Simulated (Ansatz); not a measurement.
I need a geometry optimisation of CH4FGaSi, SMILES F[CH]1[SiH2][GaH]1. Use the Ansatz DFT code, driven from Python. Settings: PBE0, def2-SVP basis, multiplicity 1.

```yaml
atoms:
  - { symbol: F, position_ang: [-1.8587, 0.3640, -0.0251] }
  - { symbol: C, position_ang: [-0.6653, 0.1281, -0.5666] }
  - { symbol: Si, position_ang: [0.6067, 0.3640, 0.7388] }
  - { symbol: Ga, position_ang: [-0.2511, -1.4517, 0.6429] }
  - { symbol: H, position_ang: [-0.4549, 0.8121, -1.4290] }
  - { symbol: H, position_ang: [0.7612, 1.8081, 1.0722] }
  - { symbol: H, position_ang: [1.9569, -0.1384, 0.2634] }
  - { symbol: H, position_ang: [-0.0027, -1.9432, -0.7524] }
```

Script `opt.py`:
```python
import warnings

import ansatz as az
import numpy as np

BASIS = 'def2-SVP'
XC = 'pbe0'

GEOMETRY = '''
F    -1.85870    0.36400   -0.02510
C    -0.66530    0.12810   -0.56660
Si    0.60670    0.36400    0.73880
Ga   -0.25110   -1.45170    0.64290
H    -0.45490    0.81210   -1.42900
H     0.76120    1.80810    1.07220
H     1.95690   -0.13840    0.26340
H    -0.00270   -1.94320   -0.75240
'''

warnings.simplefilter('ignore', az.DeckWarning)

ch4fgasi = az.Crystal.molecule()
for line in GEOMETRY.strip().splitlines():
    symbol, *xyz = line.split()
    ch4fgasi = ch4fgasi.atom(symbol, [float(v) for v in xyz])

job = ch4fgasi.calculation().basis(gaussian=BASIS).functional(XC)
symbols = [site.symbol for site in ch4fgasi.cartesian_sites]
start = np.array([site.position_ang for site in ch4fgasi.cartesian_sites], dtype=float)
def progress(event):
    if event['event'] == 'relax_step':
        row = event['data']
        print(f'step {row["step"]:3d}  E = {row["lagrangian_ev"]:.6f} eV  max force {row["allowed_force_max_ev_ang"]:.4f} eV/A')


data = job.relax(force_tolerance=0.02).session().plan().execute(on_event=progress).report
end = np.array(data['positions_ang'])

for key in ('converged', 'free_energy_ev', 'reference_energy_ev', 'n_frozen', 'n_occupied', 'n_virtual'):
    print(f'{key:22s} {data[key]}')

print('bond        before    after (A)')
for i, j in [(0, 1), (1, 2), (1, 3), (1, 4), (2, 3), (2, 5), (2, 6), (3, 7)]:
    d0, d1 = (np.linalg.norm(xyz[i] - xyz[j]) for xyz in (start, end))
    print(f'{symbols[i]}{i}-{symbols[j]}{j}'.ljust(10), f'{d0:8.4f} {d1:8.4f}')
for i, j, k in [(0, 1, 2), (0, 1, 3), (0, 1, 4), (2, 1, 3), (2, 1, 4), (3, 1, 4), (1, 2, 3), (1, 2, 5)]:
    u, v = end[i] - end[j], end[k] - end[j]
    print(f'angle {symbols[i]}{i}-{symbols[j]}{j}-{symbols[k]}{k}: {np.degrees(np.arccos(np.clip(u @ v / np.linalg.norm(u) / np.linalg.norm(v), -1, 1))):.2f} deg')

charges = data['charge_distribution']
print('dipole moment', round(4.803205 * float(np.linalg.norm(charges['dipole_moment_e_ang'])), 3), 'D')
print('Mulliken:', [(s, round(q, 3)) for s, q in zip(symbols, charges['mulliken_charges_e'])])
```

Output of `python opt.py`:
```text
step   1  E = -64042.653121 eV  max force 6.4158 eV/A
step   2  E = -64044.236865 eV  max force 1.7597 eV/A
step   3  E = -64044.883158 eV  max force 0.7933 eV/A
step   4  E = -64045.248734 eV  max force 0.5872 eV/A
step   5  E = -64045.455588 eV  max force 0.5520 eV/A
step   6  E = -64045.605647 eV  max force 0.5300 eV/A
step   7  E = -64045.756606 eV  max force 0.5618 eV/A
step   8  E = -64045.844934 eV  max force 0.7528 eV/A
step   9  E = -64045.867594 eV  max force 0.3191 eV/A
step  10  E = -64045.893516 eV  max force 0.2102 eV/A
step  11  E = -64045.899043 eV  max force 0.2099 eV/A
step  12  E = -64045.864136 eV  max force 0.6346 eV/A
step  13  E = -64045.902288 eV  max force 0.0358 eV/A
step  14  E = -64045.902858 eV  max force 0.0442 eV/A
step  15  E = -64045.903541 eV  max force 0.0600 eV/A
step  16  E = -64045.903821 eV  max force 0.0457 eV/A
step  17  E = -64045.904074 eV  max force 0.0210 eV/A
step  18  E = -64045.904245 eV  max force 0.0112 eV/A
converged              True
free_energy_ev         -64045.90427341797
reference_energy_ev    -64045.90427341797
n_frozen               0
n_occupied             [32, 32]
n_virtual              [66, 66]
bond        before    after (A)
F0-C1        1.3316   1.4184
C1-Si2       1.8379   1.9158
C1-Ga3       2.0323   2.0356
C1-H4        1.1207   1.0979
Si2-Ga3      2.0104   2.3182
Si2-H5       1.4901   1.4971
Si2-H6       1.5171   1.4981
Ga3-H7       1.5000   1.5538
angle F0-C1-Si2: 109.50 deg
angle F0-C1-Ga3: 92.42 deg
angle F0-C1-H4: 109.90 deg
angle Si2-C1-Ga3: 71.77 deg
angle Si2-C1-H4: 126.44 deg
angle Ga3-C1-H4: 139.47 deg
angle C1-Si2-Ga3: 56.52 deg
angle C1-Si2-H5: 123.97 deg
dipole moment 1.493 D
Mulliken: [('F', -0.281), ('C', -0.069), ('Si', 0.158), ('Ga', 0.245), ('H', 0.065), ('H', -0.04), ('H', -0.048), ('H', -0.029)]
```

Notes:
- Total energies depend on the basis set; only differences at equal settings carry meaning.
- The end point is the stationary point reached from this start; no frequency run checks that it is a minimum, and the basis set is modest.
- Finished in 85 s on 1 thread of Arm Neoverse V2 (shared host), peak memory 0.29 GiB.

(Lines on the test bed's own set-up are left out of the output.)
